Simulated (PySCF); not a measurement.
# BiH2S2 (Bi(SH)2+): the cost of one run

The runs use PySCF 2.14.0; PBE0, Bi def2-SVP with ECP60, S def2-SVP, H def2-SVP; scalar-relativistic core potentials, no spin–orbit coupling.

1 further run of the same task is left out (for a known fault of the program).

### 1 Starting geometry

5 atoms, charge 1, spin multiplicity 1.

Bond lengths: Bi1–S2 2.455 Å, Bi1–S4 2.455 Å, S2–H3 1.358 Å, S4–H5 1.358 Å. Angles: S2–Bi1–S4 91.9°, Bi1–S2–H3 93.7°, Bi1–S4–H5 93.7°.

Coordinates:

```xyz
5
BiH2S2
Bi    0.00000    0.00000   -0.81029
S     1.76057   -0.12546    0.89656
H     2.76181   -0.20200   -0.01711
S    -1.76057    0.12546    0.89656
H    -2.76181    0.20200   -0.01711
```

Formal oxidation states: Bi +3. An earlier session relaxed this geometry at PBE0, Bi def2-SVP with ECP60, S def2-SVP, H def2-SVP (singlet, point group C2v).

Its energy there is -1011.464258 Eh.

### 2 One electron removed, multiplicity 2

Input file run.py (the lines that set the calculation):

```python
mol = gto.M(atom='''
Bi     0.00000     0.00000    -0.81029
S      1.76057    -0.12546     0.89656
H      2.76181    -0.20200    -0.01711
S     -1.76057     0.12546     0.89656
H     -2.76181     0.20200    -0.01711''',
    basis={'Bi': 'def2-SVP', 'S': 'def2-SVP', 'H': 'def2-SVP'},
    ecp={'Bi': 'def2-SVP'},
    charge=2, spin=1)
mf = dft.UKS(mol, xc='PBE0')
mf.grids.atom_grid = (50, 194)
mf = mf.density_fit()  # fitting sets: Bi def2-universal-JKFIT, S def2-universal-JKFIT, H def2-universal-JKFIT
mf.conv_tol = 1e-08; mf.max_cycle = 55
mf.kernel(dm0)  # dm0: the density of the relaxed state
```

Started as:

```sh
OMP_NUM_THREADS=2 python run.py
```

**Question.** How long does this run take on 2 threads of Arm Neoverse V1, shared host?

About 1.6 s.
